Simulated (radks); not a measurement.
# The Coulomb parameter U of the 5d shell of Pt

One table from this session's results is given with a row withheld; the runs are named, their logs left out.

Program: radks (a radial shooting solver on a logarithmic mesh, Libxc functionals) version 1. Level of theory: scalar-relativistic Kohn-Sham, LDA (Slater exchange, Perdew-Wang correlation), spin-unpolarised, spherical densities, finite nucleus. These are calculated values, not measurements, unless marked.

## The system

* element: platinum (Z = 78)
* charge: 0
* electrons: 78
* configuration: [Xe] 4f14 5d9 6s1
* nuclear rms radius: 5.427 fm

The outer shells:

Pt
```
[Xe] core
4f [↑↓][↑↓][↑↓][↑↓][↑↓][↑↓][↑↓]
5d [↑↓][↑↓][↑↓][↑↓][↑ ]
6s [↑ ]
```

Set-up of the first run:

Input:

```text
Z 78
configuration [Xe] 4f14 5d9 6s1
relativity scalar-relativistic
functional lda,pw
spin unpolarised
nucleus finite rms 5.427 fm
c 137.035999084
```

Among the steps run: Start: [Xe] 4f14 5d9 6s1.

One table of the session follows, with a row left open; its other results are not shown here.

It belongs to the step «Start: [Xe] 4f14 5d9 6s1». From the orbitals of this run (lengths in bohr):

```
level     <r>  outermost maximum (interpolated)  90 % within  nodes
   4s  0.4154                             0.390        0.596      3
   4p  0.4422                             0.410        0.642      2
   4d  0.4685                             0.418        0.700      1
   5s  0.9515                             0.868         1.36      4
   4f  0.5162                             0.384        0.833      0
   5p   1.104                             0.976         1.61      3
   5d   1.701                              1.26         2.72      2
   6s       ?                                 ?            ?      ?
```

**Question.** Estimate the row for 6s.

**Answer.** <r>: 2.905; outermost maximum (interpolated): 2.38; 90 % within: 4.37; nodes: 5. In the column «<r>» it is the highest.
